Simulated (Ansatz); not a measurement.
# AlNi3: the cost of one run

Computed with Ansatz 0.2.0 (DFT PBEsol, scalar-relativistic, plane waves, PAW, unless a step's input says otherwise).

## (1) The structure to begin with

The structure is cubic, space group Fm-3m (No. 225). The conventional cell has a = 5.597 Å, b = 5.597 Å, c = 5.597 Å, α = 90.00°, β = 90.00°, γ = 90.00°. Around Al (site symmetry m-3m) lie 8 Ni at 2.42 Å. Ni (site symmetry -43m) is surrounded by 4 Al at 2.42 Å and 4 Ni at 2.42 Å. Ni (site symmetry m-3m) is surrounded by 8 Ni at 2.42 Å.

As a file:

```cif
data_structure
_symmetry_space_group_name_H-M 'P 1'
_symmetry_Int_Tables_number 1
_cell_length_a 3.9575
_cell_length_b 3.9575
_cell_length_c 3.9575
_cell_angle_alpha 60.000
_cell_angle_beta 60.000
_cell_angle_gamma 60.000
_cell_volume 43.83
loop_
_atom_site_label
_atom_site_type_symbol
_atom_site_fract_x
_atom_site_fract_y
_atom_site_fract_z
_atom_site_occupancy
Al1 Al 0.50000 0.50000 0.50000 1
Ni1 Ni 0.25000 0.25000 0.25000 1
Ni2 Ni 0.00000 0.00000 0.00000 1
Ni3 Ni 0.75000 0.75000 0.75000 1
```

It goes back to an entry of the Materials Project, which need not be the stable form.

This cell was relaxed beforehand with the same method: volume 10.96 Å³/atom, gap on the mesh none (metal).

## (2) Zero of energy

Reference values: F = -17941.0160 eV; pressure 0.05 GPa; largest force 0.000 eV/Å; gap on the mesh none (metal). It was computed beforehand with the settings of the runs below.

## (3) Setting up moving one atom along a line

Atom 3 (Ni) is moved by x along the Cartesian unit vector (0.000, 0.000, -1.000); the cell and all other atoms stay fixed. Forces below are components along that vector, summed over the moved atoms. In a periodic cell its images move with it.

## (4) At x = -0.600 Å

Contents of input.yaml:

```yaml
crystal:
  lattice:
    - [0.0, 2.7984078565, 2.7984078565]
    - [2.7984078565, 0.0, 2.7984078565]
    - [2.7984078565, 2.7984078565, 0.0]
  atoms:
    - { symbol: Al, position: [0.5, 0.5, 0.5] }
    - { symbol: Ni, position: [0.25, 0.25, 0.25] }
    - { symbol: Ni, position: [0.1072038157, 0.1072038157, -0.1072038157] }
    - { symbol: Ni, position: [0.75, 0.75, 0.75] }
basis:
  ecutwfc: 420
kpoints:
  mp_grid: { grid: [14, 14, 14] }
hamiltonian:
  xc: pbesol
scf:
  occupations: { method: gaussian, width: 0.15 }
output:
  forces: true
  stress: true
  eigenvalues: true
```

Command:

```sh
$ ansatz run input.yaml --threads 1 --pin off --max-ram 2560MiB --backend cpu --events-out ev --progress --plain --runs-dir out
```

Q: Estimate wall time and peak memory on 1 thread of Intel Xeon 6975P-C (Granite Rapids), shared host.

About 16 s, with a peak of 0.61 GiB.
